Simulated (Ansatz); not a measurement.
# CH2NOSb, SMILES [OH][Sb]1[CH]=[N]1: a geometry optimisation

With Ansatz 0.2.0 through its Python package.

Typed at the interpreter:
```pycon
>>> import itertools
>>> import ansatz as az
>>> from ase.data import atomic_numbers, covalent_radii
>>> import numpy as np
>>> mol = (
...     az.Crystal.molecule()
...     .atom("O", (-1.3097, 0.1716, -1.019))
...     .atom("Sb", (0.5143, -0.5471, -1.0559))
...     .atom("C", (0.6986, -0.1297, 0.8772))
...     .atom("N", (0.3395, -1.3988, 0.7039))
...     .atom("H", (-1.2298, 1.1866, -1.1466))
...     .atom("H", (1.0293, 0.6533, 1.5941))
... )
>>> job = mol.calculation().basis(gaussian="def2-SVP").functional("pbe0").accuracy("medium")
>>> symbols = [site.symbol for site in mol.cartesian_sites]
>>> start = np.array([site.position_ang for site in mol.cartesian_sites], dtype=float)
>>> def progress(event):
...     if event["event"] == "relax_step":
...         row = event["data"]
...         print(f"step {row['step']:3d}  E = {row['lagrangian_ev']:.6f} eV  largest force component {row['allowed_force_max_ev_ang']:.4f} eV/A")
...
>>> data = job.relax(force_tolerance=0.005).session().plan().execute(on_event=progress).report
step   1  E = -11132.709188 eV  largest force component 5.4867 eV/A
step   2  E = -11133.607487 eV  largest force component 2.6264 eV/A
step   3  E = -11133.709030 eV  largest force component 3.1499 eV/A
step   4  E = -11133.764699 eV  largest force component 3.4678 eV/A
step   5  E = -11133.839237 eV  largest force component 1.6703 eV/A
step   6  E = -11133.885091 eV  largest force component 0.2396 eV/A
step   7  E = -11133.890210 eV  largest force component 0.1944 eV/A
step   8  E = -11133.894698 eV  largest force component 0.0688 eV/A
step   9  E = -11133.896424 eV  largest force component 0.1139 eV/A
step  10  E = -11133.895686 eV  largest force component 0.1051 eV/A
step  11  E = -11133.896865 eV  largest force component 0.0285 eV/A
step  12  E = -11133.896929 eV  largest force component 0.0202 eV/A
step  13  E = -11133.896917 eV  largest force component 0.0406 eV/A
step  14  E = -11133.896924 eV  largest force component 0.0162 eV/A
step  15  E = -11133.896945 eV  largest force component 0.0033 eV/A
>>> end = np.array(data["positions_ang"])
>>> print("reference energy %16.6f eV" % data["reference_energy_ev"])
reference energy    -11133.896967 eV
>>> print("total energy     %16.6f eV" % data["free_energy_ev"])
total energy        -11133.896967 eV
>>> print("occupied orbitals outside the frozen core (up, down):", data["n_occupied"], " frozen:", data["n_frozen"], " virtual:", data["n_virtual"])
occupied orbitals outside the frozen core (up, down): [23, 23]  frozen: 0  virtual: [55, 55]
>>> # pairs closer than 1.2 times the sum of covalent radii, before or after
>>> radius = [covalent_radii[atomic_numbers[s]] for s in symbols]
>>> span = lambda where, i, j: np.linalg.norm(where[i] - where[j])
>>> bonded = [(i, j) for i, j in itertools.combinations(range(len(symbols)), 2) if min(span(start, i, j), span(end, i, j)) < 1.2 * (radius[i] + radius[j])]
>>> print("pair        before    after (A)")
pair        before    after (A)
>>> for i, j in bonded:
...     print(f"{symbols[i]}{i}-{symbols[j]}{j}".ljust(10), f"{span(start, i, j):8.4f} {span(end, i, j):8.4f}")
...
O0-Sb1       1.9608   1.9929
O0-H4        1.0261   0.9647
Sb1-C2       1.9862   2.1439
Sb1-N3       1.9629   2.2302
C2-N3        1.3303   1.2385
C2-H5        1.1119   1.1029
>>> charges = data["charge_distribution"]
>>> dipole = np.array(charges["dipole_moment_e_ang"]) * 4.803205
>>> print("dipole (D): {:.3f} {:.3f} {:.3f}, length {:.3f}".format(*dipole, np.linalg.norm(dipole)))
dipole (D): 2.034 2.345 -0.077, length 3.106
>>> print("atom  Mulliken   Lowdin")
atom  Mulliken   Lowdin
>>> for symbol, m, l in zip(symbols, charges["mulliken_charges_e"], charges["lowdin_charges_e"]):
...     print(f"{symbol:4s} {m:9.3f} {l:8.3f}")
...
O       -0.508   -0.119
Sb       0.560    0.358
C       -0.062   -0.225
N       -0.271    0.017
H        0.192   -0.039
H        0.088    0.009
>>> with open("ch2nosb_opt.xyz", "w") as handle:
...     handle.write(f"{len(symbols)}\nrelaxed CH2NOSb\n")
...     handle.writelines(f"{s:2s} {x:11.6f} {y:11.6f} {z:11.6f}\n" for s, (x, y, z) in zip(symbols, end))
...
18
```

It writes `ch2nosb_opt.xyz`:
```text
6
relaxed CH2NOSb
O    -1.310409    0.249450   -1.415171
Sb    0.496837   -0.555872   -1.176354
C     0.799870   -0.142797    0.905473
N     0.296966   -1.274457    0.925428
H    -1.381515    1.104548   -0.974343
H     1.140452    0.555028    1.688668
```

Reading the output:
- These settings explore the input space; basis and method may be short of convergence.
- The end point is the stationary point reached from this start; no frequency run checks that it is a minimum, and the basis set is modest.
- def2 sets replace the cores of elements past krypton by effective core potentials.
- The Löwdin charges here are taken after orthogonalising the functions within each atom; they differ from plain Löwdin charges, and their signs can be unphysical.
- It ran for 63 s on 1 thread of Arm Neoverse V1, with other jobs on the host, peak memory 0.23 GiB.

(Lines on the test bed's own set-up are left out of the output.)
